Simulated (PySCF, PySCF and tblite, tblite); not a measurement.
# C₄H₁₁BN₂O: a path driven as rotation about a bond, and NMR exchange

How fast is rotation about a bond in C₄H₁₁BN₂O (`CNB(C)NC(C)=O`), and when do the exchanging lines merge?

Programs: PySCF 2.14.0 with density-fitted response routines of our own, and tblite 0.8.0. All values are computed, except where a source is named. Atoms count from 0 throughout.

## 1. The molecule as given

19 atoms, charge 0, multiplicity 1; geometry from: force field or distance geometry start.

Bonds of the start (Å): B2–C3 1.60, B2–N4 1.53, C0–H10 1.11, C0–H8 1.11, C0–H9 1.10, C0–N1 1.46, C3–H12 1.11, C3–H13 1.11, C3–H14 1.10, C5–C6 1.50, C5–O7 1.25, C6–H16 1.11, C6–H17 1.10, C6–H18 1.12, N1–B2 1.54, N1–H11 1.06, N4–C5 1.43, N4–H15 1.05.

## 2. GFN2-xTB relaxation, start minimum

What the job is given:

```
{"job": {"xc": "GFN2-xTB", "basis": "xTB", "kind": "relax"}, "charge": 0, "multiplicity": 1}
C     -0.892900    -1.060000    -1.862000
N     -1.600900    -0.719700    -0.627300
B     -0.970000     0.513700     0.042500
C     -1.817100     1.875300     0.040300
N      0.444000     0.522500     0.621700
C      1.238300    -0.634800     0.897400
C      2.673400    -0.463500     1.297700
O      0.747700    -1.784900     0.887100
H     -0.979500    -0.222900    -2.587200
H      0.165900    -1.291600    -1.676000
H     -1.381200    -1.952100    -2.318500
H     -1.547800    -1.535400     0.043300
H     -2.809600     1.707500    -0.419500
H     -1.962500     2.200600     1.093500
H     -1.266300     2.658300    -0.509100
H      0.846200     1.462600     0.849700
H      3.227700    -1.417300     1.174800
H      3.151700     0.305900     0.671700
H      2.723000    -0.154900     2.372200
```

The run is started by

```bash
OMP_NUM_THREADS=1 python ens_run.py task.json out
```

One launch serves the whole session.

Log:

```text
step      E/eV     max force
  0    -689.26988    2.883
  1    -689.48502    3.020
  2    -689.64412    0.944
  3    -689.71588    0.547
  4    -689.73984    0.503
  5    -689.75802    0.333
  6    -689.78109    0.325
  7    -689.79641    0.326
  8    -689.80667    0.311
  9    -689.81552    0.256
 10    -689.82519    0.226
 11    -689.83405    0.203
 12    -689.84161    0.202
 13    -689.84922    0.267
 14    -689.85858    0.321
 15    -689.86847    0.280
 16    -689.87664    0.186
 17    -689.88378    0.195
 18    -689.89194    0.292
 19    -689.90209    0.344
 20    -689.91334    0.279
 21    -689.92478    0.269
 22    -689.93753    0.282
 23    -689.95545    0.551
 24    -689.98391    0.747
 25    -690.01948    0.685
 26    -690.05218    0.525
 27    -690.08244    0.992
 28    -690.10032    1.234
 29    -690.15562    0.639
 30    -690.19800    0.415
 31    -690.29019    0.757
 32    -690.32690    0.609
 33    -690.36128    0.544
 34    -690.39145    0.403
 35    -690.41669    0.431
 36    -690.43654    0.390
 37    -690.45317    0.333
 38    -690.46636    0.285
 39    -690.47769    0.301
 40    -690.48940    0.298
 41    -690.50179    0.272
 42    -690.51626    0.292
 43    -690.53308    0.313
 44    -690.54818    0.291
 45    -690.55979    0.261
 46    -690.56870    0.229
 47    -690.57863    0.265
 48    -690.59371    0.318
 49    -690.60871    0.326
 50    -690.62241    0.351
 51    -690.63207    0.326
 52    -690.64090    0.278
 53    -690.65029    0.236
 54    -690.66065    0.317
 55    -690.67277    0.284
 56    -690.68446    0.251
 57    -690.69401    0.214
 58    -690.70293    0.218
 59    -690.71188    0.294
 60    -690.71946    0.207
 61    -690.72474    0.180
 62    -690.72932    0.183
 63    -690.73438    0.199
 64    -690.73973    0.220
 65    -690.74499    0.186
 66    -690.75050    0.210
 67    -690.75708    0.250
 68    -690.76650    0.277
 69    -690.77507    0.279
 70    -690.78141    0.288
 71    -690.78860    0.188
 72    -690.79930    0.211
 73    -690.80730    0.348
 74    -690.81161    0.202
 75    -690.81714    0.144
 76    -690.81998    0.134
 77    -690.82251    0.105
 78    -690.82423    0.084
 79    -690.82553    0.097
 80    -690.82624    0.074
 81    -690.82712    0.068
 82    -690.82777    0.057
 83    -690.82818    0.054
 84    -690.82854    0.063
 85    -690.82901    0.067
 86    -690.82955    0.070
 87    -690.83003    0.051
 88    -690.83042    0.046
 89    -690.83077    0.045
 90    -690.83111    0.049
 91    -690.83138    0.044
 92    -690.83160    0.030
 93    -690.83182    0.036
 94    -690.83210    0.043
 95    -690.83243    0.049
 96    -690.83276    0.037
 97    -690.83307    0.036
 98    -690.83335    0.034
 99    -690.83361    0.038
100    -690.83381    0.034
101    -690.83396    0.028
102    -690.83408    0.022
103    -690.83417    0.017
104    -690.83423    0.015
105    -690.83428    0.015
106    -690.83433    0.015
107    -690.83437    0.017
108    -690.83441    0.015
109    -690.83443    0.011
110    -690.83445    0.010
111    -690.83447    0.013
112    -690.83451    0.012
113    -690.83454    0.013
114    -690.83457    0.016
115    -690.83460    0.015
116    -690.83464    0.017
117    -690.83471    0.020
118    -690.83478    0.017
119    -690.83485    0.019
120    -690.83491    0.019
121    -690.83497    0.018
122    -690.83504    0.017
123    -690.83512    0.019
124    -690.83520    0.020
125    -690.83526    0.017
126    -690.83530    0.015
127    -690.83533    0.011
128    -690.83535    0.014
129    -690.83538    0.012
130    -690.83541    0.013
131    -690.83544    0.013
132    -690.83546    0.012
133    -690.83549    0.011
134    -690.83552    0.020
135    -690.83556    0.014
136    -690.83561    0.015
137    -690.83568    0.018
138    -690.83576    0.024
139    -690.83587    0.037
140    -690.83603    0.039
141    -690.83619    0.028
142    -690.83631    0.021
143    -690.83638    0.021
144    -690.83644    0.018
145    -690.83650    0.018
146    -690.83659    0.017
147    -690.83662    0.015
148    -690.83666    0.009
149    -690.83667    0.007
150    -690.83668    0.007
151    -690.83669    0.007
152    -690.83670    0.006
153    -690.83671    0.006
154    -690.83672    0.007
155    -690.83673    0.008
156    -690.83675    0.009
157    -690.83676    0.009
158    -690.83679    0.011
159    -690.83682    0.013
160    -690.83686    0.014
161    -690.83692    0.016
162    -690.83699    0.021
163    -690.83709    0.022
164    -690.83721    0.030
165    -690.83731    0.032
166    -690.83739    0.040
167    -690.83750    0.025
168    -690.83765    0.029
169    -690.83779    0.029
170    -690.83794    0.035
171    -690.83807    0.033
172    -690.83824    0.041
173    -690.83851    0.044
174    -690.83882    0.042
175    -690.83932    0.048
176    -690.83966    0.057
177    -690.84000    0.059
178    -690.84001    0.133
179    -690.84071    0.029
180    -690.84097    0.029
181    -690.84149    0.100
182    -690.84181    0.029
183    -690.84194    0.026
184    -690.84208    0.046
185    -690.84216    0.028
186    -690.84224    0.016
187    -690.84229    0.016
188    -690.84237    0.020
189    -690.84246    0.029
190    -690.84255    0.032
191    -690.84264    0.025
192    -690.84273    0.023
193    -690.84285    0.022
194    -690.84298    0.028
195    -690.84309    0.045
196    -690.84323    0.039
197    -690.84339    0.024
198    -690.84359    0.021
199    -690.84367    0.019
200    -690.84373    0.022
201    -690.84378    0.016
202    -690.84382    0.010
203    -690.84386    0.017
204    -690.84384    0.031
205    -690.84389    0.009
206    -690.84390    0.007
207    -690.84392    0.006
208    -690.84393    0.006
209    -690.84394    0.005
210    -690.84394    0.005
211    -690.84395    0.006
212    -690.84395    0.006
213    -690.84396    0.005
214    -690.84397    0.006
215    -690.84397    0.007
216    -690.84398    0.007
217    -690.84399    0.006
218    -690.84399    0.005
219    -690.84400    0.006
220    -690.84400    0.006
221    -690.84401    0.006
222    -690.84402    0.005
223    -690.84403    0.005
224    -690.84403    0.006
225    -690.84404    0.007
226    -690.84405    0.006
227    -690.84406    0.005
228    -690.84406    0.006
229    -690.84407    0.006
230    -690.84408    0.007
231    -690.84409    0.008
232    -690.84411    0.011
233    -690.84414    0.015
234    -690.84417    0.014
235    -690.84420    0.010
236    -690.84422    0.008
237    -690.84424    0.009
238    -690.84425    0.009
239    -690.84426    0.007
240    -690.84427    0.008
241    -690.84429    0.007
242    -690.84430    0.007
243    -690.84430    0.006
244    -690.84431    0.005
245    -690.84431    0.005
246    -690.84432    0.005
247    -690.84432    0.004
248    -690.84432    0.003
249    -690.84432    0.002
```

Run time: 1.6 s. Hardware: 1 thread of Arm Neoverse V1, shared host.

Gain 1.574 eV; displacement 1.02 Å root mean square.

## 3. Relaxed scan, rotation

What the job is given:

```
{"job": {"xc": "GFN2-xTB", "basis": "xTB", "coordinate": [["t", [3, 2, 1, 0], 0.25], ["t", [3, 2, 1, 11], 0.25], ["t", [4, 2, 1, 0], 0.25], ["t", [4, 2, 1, 11], 0.25]], "kind": "drive"}, "charge": 0, "multiplicity": 1}
C     -1.732912    -0.985946    -1.990587
N     -0.715606    -0.745235    -0.998655
B     -0.497575     0.377588    -0.226131
C     -1.395538     1.689091    -0.304902
N      0.616328     0.368343     0.717089
C      1.506508    -0.629470     0.953434
C      2.544218    -0.296766     2.010093
O      1.489316    -1.700777     0.378669
H     -2.375261    -0.113030    -2.081899
H     -1.281797    -1.191875    -2.965537
H     -2.348754    -1.846011    -1.712313
H     -0.082908    -1.526262    -0.868265
H     -2.435988     1.472485    -0.071090
H     -1.066142     2.463924     0.383480
H     -1.381687     2.119692    -1.304157
H      0.759133     1.199094     1.272356
H      3.213559    -1.142189     2.139386
H      3.120512     0.574348     1.704470
H      2.054789    -0.077752     2.957097
```

Log:

```text
point  coordinate     E/eV
  0    -76.000     -690.79221
  1    -61.700     -690.64365
  2    -47.200     -690.41834
  3    -32.100     -690.16337
  4    -16.300     -689.95369
  5     -0.200     -689.86055
  6     16.100     -689.92418
  7     31.800     -690.10359
  8     46.700     -690.30599
  9     61.200     -690.47007
 10     75.500     -690.56006
 11     89.700     -690.56700
```

It took 3.8 s on 1 thread of Arm Neoverse V1, shared host.

The highest point is number 5, 21.5 kcal/mol above the first.

## 4. Nudged elastic band, leg 1

Changed since step 3:

```diff
@@ -1,2 +1,2 @@
-{"job": {"xc": "GFN2-xTB", "basis": "xTB", "coordinate": [["t", [3, 2, 1, 0], 0.25], ["t", [3, 2, 1, 11], 0.25], ["t", [4, 2, 1, 0], 0.25], ["t", [4, 2, 1, 11], 0.25]], "kind": "drive"}, "charge": 0, "multiplicity": 1}
+{"job": {"xc": "GFN2-xTB", "basis": "xTB", "kind": "neb"}, "charge": 0, "multiplicity": 1}
 C     -1.732912    -0.985946    -1.990587
```

Log:

```text
image   E - E0 / eV
  0       0.0000
  1       0.1463
  2       0.6189
  3       0.9893
  4       0.4320
  5       0.2708
  6       0.2574
```

Wall time 6.9 s (1 thread of Arm Neoverse V1, shared host); peak memory 0.2 GiB.

The highest point is number 3, 22.8 kcal/mol above the first.

## 5. Saddle search, leg 1

What the job is given:

```
{"job": {"xc": "GFN2-xTB", "basis": "xTB", "kind": "saddle"}, "charge": 0, "multiplicity": 1}
C     -0.968552    -1.164269    -1.952957
N     -1.513957    -0.621880    -0.714421
B     -0.849830     0.489996    -0.052959
C     -1.616354     1.865852     0.124865
N      0.479119     0.424884     0.495521
C      1.291165    -0.668886     0.699948
C      2.527704    -0.347714     1.516838
O      1.035976    -1.777321     0.299638
H     -0.909119    -0.360434    -2.686519
H      0.026287    -1.611531    -1.837758
H     -1.649567    -1.927379    -2.330963
H     -1.692800    -1.387896    -0.076290
H     -2.606968     1.697812     0.539665
H     -1.101489     2.583790     0.759388
H     -1.775525     2.334363    -0.844040
H      0.847007     1.276140     0.900137
H      3.134311    -1.241584     1.628972
H      3.113355     0.428761     1.028955
H      2.229237     0.007297     2.501980
```

Log:

```text
step      E/eV     max force
  0    -689.85507   0.0601
  1    -689.86042   0.0722
  2    -689.86306   0.1746
  3    -689.86250   0.0413
  4    -689.86485   0.0592
  5    -689.86616   0.0536
  6    -689.86641   0.0070
  7    -689.86642   0.0010
lowest wavenumbers (cm-1): -258.8 55.6 62.4 107.3 120.0 149.0
```

It took 5.5 s on 1 thread of Arm Neoverse V1, shared host; peak memory 0.2 GiB.

Point group C1; 1 imaginary mode, 259i cm⁻¹, carried by H11, C0, N1, H8. It was not shown to link both ends.

## 6. Saddle search, leg 1

What the job is given:

```
{"job": {"xc": "GFN2-xTB", "basis": "xTB", "kind": "saddle"}, "charge": 0, "multiplicity": 1}
C     -0.951429    -1.142994    -1.956697
N     -1.504104    -0.632881    -0.708469
B     -0.859904     0.486993    -0.041032
C     -1.633262     1.858905     0.135892
N      0.469111     0.426291     0.506817
C      1.275401    -0.672082     0.705948
C      2.526709    -0.355698     1.499237
O      1.004486    -1.781183     0.314979
H     -0.886535    -0.323791    -2.671896
H      0.042350    -1.592205    -1.846347
H     -1.629754    -1.897209    -2.355346
H     -1.634887    -1.414377    -0.075818
H     -2.623992     1.689524     0.549593
H     -1.119114     2.576306     0.771947
H     -1.793725     2.330044    -0.831791
H      0.837461     1.275905     0.914571
H      3.132053    -1.251284     1.602255
H      3.104098     0.418277     0.997851
H      2.245037     0.001460     2.488306
```

Log:

```text
step      E/eV     max force
  0    -689.86055   0.0577
  1    -689.86280   0.0692
  2    -689.86462   0.1731
  3    -689.86416   0.0412
  4    -689.86584   0.0549
  5    -689.86636   0.0249
  6    -689.86642   0.0014
lowest wavenumbers (cm-1): -258.9 54.8 62.4 107.5 120.2 149.0
```

Run time: 5.3 s. Hardware: 1 thread of Arm Neoverse V1, shared host; peak memory 0.2 GiB.

Point group C1; 1 imaginary mode, 259i cm⁻¹, carried by H11, C0, N1, H8. It was not shown to link both ends.

## 7. Saddle search, other pyramid

What the job is given:

```
{"job": {"xc": "GFN2-xTB", "basis": "xTB", "kind": "saddle"}, "charge": 0, "multiplicity": 1}
C     -2.753001    -1.182423    -0.175432
N     -1.517568    -0.624495    -0.712958
B     -0.890833     0.484733    -0.011220
C     -1.662352     1.861878     0.121426
N      0.427188     0.416299     0.561710
C      1.222895    -0.688031     0.770824
C      2.544488    -0.361156     1.436584
O      0.898396    -1.811507     0.472389
H     -2.609510    -1.389239     0.884676
H     -3.620108    -0.520856    -0.290238
H     -2.964118    -2.123319    -0.685921
H     -1.651525    -0.434960    -1.699034
H     -2.649185     1.705389     0.549918
H     -1.147799     2.608151     0.722260
H     -1.832947     2.287631    -0.865259
H      0.817682     1.271977     0.934390
H      3.126537    -1.270788     1.552866
H      3.101903     0.349565     0.829489
H      2.367729     0.078855     2.416314
```

Log:

```text
step      E/eV     max force
  0    -689.67148   0.5649
  1    -689.70403   0.3529
  2    -689.71420   0.2767
  3    -689.71465   0.2061
  4    -689.71103   0.3235
  5    -689.71457   0.1509
  6    -689.71774   0.1659
  7    -689.71733   0.1154
  8    -689.71654   0.1060
  9    -689.71798   0.0411
 10    -689.71717   0.1832
 11    -689.71831   0.0117
 12    -689.71842   0.0679
 13    -689.71845   0.0064
 14    -689.71854   0.0243
 15    -689.71851   0.0051
 16    -689.71855   0.0046
 17    -689.71857   0.0094
 18    -689.71857   0.0169
 19    -689.71859   0.0083
 20    -689.71858   0.0263
 21    -689.71860   0.0024
lowest wavenumbers (cm-1): -312.3 10.7 37.4 94.8 115.8 123.5
```

It took 7.3 s on 1 thread of Arm Neoverse V1, shared host; peak memory 0.2 GiB.

Point group C1; 1 imaginary mode, 312i cm⁻¹, carried by H11, C0, N1. It was not shown to link both ends.

(Part 1 of 3 ends here.)
